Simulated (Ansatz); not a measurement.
# MnS: the cost of one run

Program: Ansatz 0.2.0. Level of theory: DFT LDA+U (U_eff = 1 eV on Mn d), plane waves, PAW. These are calculated values, not measurements.

## (1) The structure to begin with

Symmetry: Fm-3m, No. 225, cubic system. The conventional cell has a = 5.224 Å, b = 5.224 Å, c = 5.224 Å, α = 90.00°, β = 90.00°, γ = 90.00°. Mn (site symmetry m-3m) has 6 S at 2.61 Å as nearest neighbours. S (site symmetry m-3m) is surrounded by 6 Mn at 2.61 Å.

Structure file:

```cif
data_structure
_symmetry_space_group_name_H-M 'P 1'
_symmetry_Int_Tables_number 1
_cell_length_a 3.6943
_cell_length_b 6.3987
_cell_length_c 7.3886
_cell_angle_alpha 30.000
_cell_angle_beta 60.000
_cell_angle_gamma 54.736
_cell_volume 71.30
loop_
_atom_site_label
_atom_site_type_symbol
_atom_site_fract_x
_atom_site_fract_y
_atom_site_fract_z
_atom_site_occupancy
Mn1 Mn 0.00000 0.00000 0.00000 1
S1 S 0.50000 0.50000 0.00000 1
Mn2 Mn 0.00000 0.00000 0.50000 1
S2 S 0.50000 0.50000 0.50000 1
```

## (2) Ferromagnetic start, free, symmetry kept, no search

Input file input.yaml:

```yaml
crystal:
  lattice:
    - [0.0, 2.61224989, 2.61224989]
    - [5.22449978, 2.61224989, 2.61224989]
    - [5.22449978, 5.22449978, 0.0]
  atoms:
    - { symbol: Mn, position: [0.0, 0.0, 0.0], spin: 5.0 }
    - { symbol: S, position: [0.5, 0.5, 0.0] }
    - { symbol: Mn, position: [0.0, 0.0, 0.5], spin: 5.0 }
    - { symbol: S, position: [0.5, 0.5, 0.5] }
basis:
  ecutwfc: 420
  ecutrho_ratio: 4
kpoints:
  mp_grid: { grid: [6, 6, 6] }
hamiltonian:
  xc: lda
  hubbard:
    sites: [{ site: 0, l: d, u_eff: 1.0 }, { site: 2, l: d, u_eff: 1.0 }]
scf:
  occupations: { method: gaussian, width: 0.05 }
  lower_state_search: "off"
  max_iter: 150
output:
  forces: true
  stress: true
  eigenvalues: true
  populations: true
  hubbard: { sites: [{ site: 0, l: d }, { site: 2, l: d }] }
magnetization:
  spin_polarized: true
```

Command:

```
$ ansatz run input.yaml --threads 2 --pin off --max-ram 3072MiB --backend cpu --events-out ev --progress --plain --runs-dir out
```

**Question.** How long does this run take on 2 threads of Intel Xeon 6975P-C (Granite Rapids), shared host, and how much memory does it need?

About 4 s, with a peak of 0.54 GiB.
